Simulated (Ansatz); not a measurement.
# GeAsH₃+ (quartet): from Hartree-Fock to the top rungs, cc-pVDZ

An exercise on one series of results from a longer session: the logs are not shown, and one member is left open.

Program: Ansatz 0.2.0, Gaussian basis. Level of theory: cc-pVDZ, core rule «outside noble gas», up to 28 orbitals frozen. These are calculated values, not measurements.

The runs, in order: UHF; CCSD(T) on ROHF; CCSD(T) on UHF; BCCD(T) on ROHF; CISD; CCSDT(Q) on ROHF; CCSDT(Q) on UHF; CASSCF and MRCISD+Q, 11 electrons in 11 orbitals; CASSCF and NEVPT2, 11 electrons in 11 orbitals.

24 further runs of the same task are left out: 11 that didn't finish, 13 set aside as unsound or not needed.

## The geometry

The geometry is a PBE0/def2-TZVP stationary point (not a proven minimum) of the parent state, kept for this charge and spin. No spin-orbit coupling is included. The filled d shell of Ge, As may be among the frozen orbitals whatever the setting's name suggests; the logs give the count.

5 atoms, charge 1, spin multiplicity 4.

Atoms are counted from 1 here; the program's logs count them from 0.

Bond lengths: Ge1–As2 2.414 Å, Ge1–H3 1.557 Å, As2–H4 1.522 Å, As2–H5 1.522 Å. Angles: As2–Ge1–H3 114.2°, Ge1–As2–H4 97.6°, Ge1–As2–H5 97.6°, H4–As2–H5 92.8°.

Set-up of the first run:

File in.yaml:

```yaml
crystal:
  periodic: [false, false, false]
  atoms:
    - {symbol: Ge, position_ang: [0.000000, 0.064628, 1.230152]}
    - {symbol: As, position_ang: [0.000000, -0.070415, -1.180173]}
    - {symbol: H, position_ang: [0.000000, -1.317769, 1.946080]}
    - {symbol: H, position_ang: [1.101747, 0.947133, -1.438211]}
    - {symbol: H, position_ang: [-1.101747, 0.947133, -1.438211]}
basis:
  gaussian: {orbitals: cc-pVDZ}
total_charge: 1
magnetization: {spin_polarized: true, initial_magnetization: 3}
hamiltonian: {xc: hf}
output: {orbitals: {seedname: orbitals}}
```

Launch:

```
$ ansatz run in.yaml --threads 1 --pin off --events-out ev --progress --plain --max-ram 2393MiB
```

Steps of the session up to this table: UHF; CCSD(T) on ROHF; CCSD(T) on UHF; BCCD(T) on ROHF; CISD; CCSDT(Q) on ROHF; CCSDT(Q) on UHF; CASSCF and MRCISD+Q, 11 electrons in 11 orbitals; CASSCF and NEVPT2, 11 electrons in 11 orbitals.

One of the session's tables, all rows but one given; the rest of the session is left out.

```
          method  from UCCSDT(Q) (meV)
            ROHF               +5344.0
             UHF               +5217.9
            RMP2               +1229.2
            UMP2               +1206.1
            CISD                +567.5
           RCCSD                +202.3
           UCCSD                +183.7
        RCCSD(T)                 +57.6
        UCCSD(T)                 +41.5
         BCCD(T)                 +56.8
          RCCSDT                 +22.4
          UCCSDT                  +6.1
       RCCSDT(Q)                 +16.5
       UCCSDT(Q)                     0
  CASSCF valence                     ?
  NEVPT2 valence                +921.8
  MRCISD valence                +268.2
MRCISD+Q valence                 +51.1
```

Estimate the missing values for CASSCF valence.

**Answer.** from UCCSDT(Q) (meV): +3465.9. In the column «from UCCSDT(Q) (meV)» it lies between RMP2 (+1229.2) and UHF (+5217.9).

Among the levels timed on like hardware and quicker than the yardstick, those that no quicker one beats, quickest first: BCCD(T) (9 s, +56.8 meV); UCCSD(T) (15 s, +41.5 meV).

Caveats from the session: Of the multireference levels listed MRCISD+Q valence comes nearest in total energy (+51.1 meV), which doesn't show that its space is the better one. Restricted and unrestricted rows rest on different reference determinants; where their highest levels disagree by more than a few hundredths of an eV, they describe different states and don't form one ladder.
